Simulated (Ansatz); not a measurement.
Geometry optimisation, Ansatz, DFT LDA, scalar-relativistic, plane waves, PAW.

The input (input.yaml):

```yaml
accuracy: low
crystal:
  lattice:
    - [6.32, 0.0, 0.0]
    - [0.0, 6.32, 0.0]
    - [0.0, 0.0, 6.32]
  atoms:
    - { symbol: W, position: [0.0, 0.0, 0.0] }
    - { symbol: W, position: [0.5, 0.0, 0.0] }
    - { symbol: W, position: [0.0, 0.5, 0.0] }
    - { symbol: W, position: [0.0, 0.0, 0.5] }
    - { symbol: W, position: [0.25, 0.25, 0.25] }
    - { symbol: W, position: [0.5, 0.5, 0.0] }
    - { symbol: W, position: [0.5, 0.0, 0.5] }
    - { symbol: W, position: [0.75, 0.25, 0.25] }
    - { symbol: W, position: [0.0, 0.5, 0.5] }
    - { symbol: W, position: [0.25, 0.75, 0.25] }
    - { symbol: W, position: [0.25, 0.25, 0.75] }
    - { symbol: W, position: [0.5, 0.5, 0.5] }
    - { symbol: W, position: [0.75, 0.75, 0.25] }
    - { symbol: W, position: [0.75, 0.25, 0.75] }
    - { symbol: W, position: [0.25, 0.75, 0.75] }
    - { symbol: W, position: [0.75, 0.75, 0.75] }
    - { symbol: B, position: [0.5065494, 0.3774415, 0.7368304] }
basis:
  ecutwfc: 420.0
kpoints:
  mp_grid: { grid: [2, 2, 2] }
hamiltonian:
  xc: lda
  pseudopotentials: { kind: paw, azcp: { folder: soft_1 } }
scf:
  occupations: { method: fermi_dirac, width: 0.05 }
  lower_state_search: "off"
relax:
  f_tol: 0.08
  max_steps: 25
  adjacent_minimum: "off"
```

Command:

```bash
$ ansatz run input.yaml --threads 2 --pin off --max-ram 5120MiB --backend cpu --events-out ev --progress --plain --runs-dir out
```

Q: Where does it end, and by what steps?

A: The run converged. The force dipped under the threshold on the way, but the program's further checks kept it going. Limits of this set-up: coarse k mesh, odd electron count without spin, PAW files made for another functional, low accuracy level. After 8 steps the energy has fallen by 5.986 eV; B17 moved furthest, 0.74 Å. The start is strongly strained (largest force component 12 eV/Å), so its close contacts needn't be bonds. Parted: W7–B17 (2.82 → 3.54 Å).

```tsv
step	energy less start (eV)	largest force component (eV/Å)	accepted
0	0.0000	12.457	yes
1	-2.5044	3.089	yes
2	-4.4256	0.999	yes
3	-4.8184	2.411	yes
4	-5.2969	2.222	yes
5	-5.7357	1.453	yes
6	-5.9752	0.341	yes
7	-5.9860	0.026	yes
8	-5.9860	0.026	yes
```

```xyz
17
Lattice="6.3200 0.0000 0.0000 0.0000 6.3200 0.0000 0.0000 0.0000 6.3200" Properties=species:S:1:pos:R:3
W 0.002 -0.046 -0.027
W 3.163 -0.046 0.009
W 0.002 3.115 0.009
W 0.002 -0.046 3.176
W 1.515 1.467 1.575
W 3.163 3.115 0.331
W 3.163 -0.047 3.142
W 4.810 1.467 1.575
W 0.002 3.114 3.141
W 1.515 4.762 1.575
W 1.595 1.547 4.735
W 3.163 3.115 2.819
W 4.810 4.761 1.575
W 4.730 1.548 4.735
W 1.595 4.682 4.736
W 4.730 4.681 4.736
B 3.163 3.116 4.735
```

Whether the end is a true minimum wasn't checked by a vibrational analysis.

Run time: 70 s on 2 threads of Intel(R) Xeon(R) Platinum 8259CL CPU @ 2.50GHz (Skylake/Cascade Lake) (shared host), peak memory 0.79 GiB.
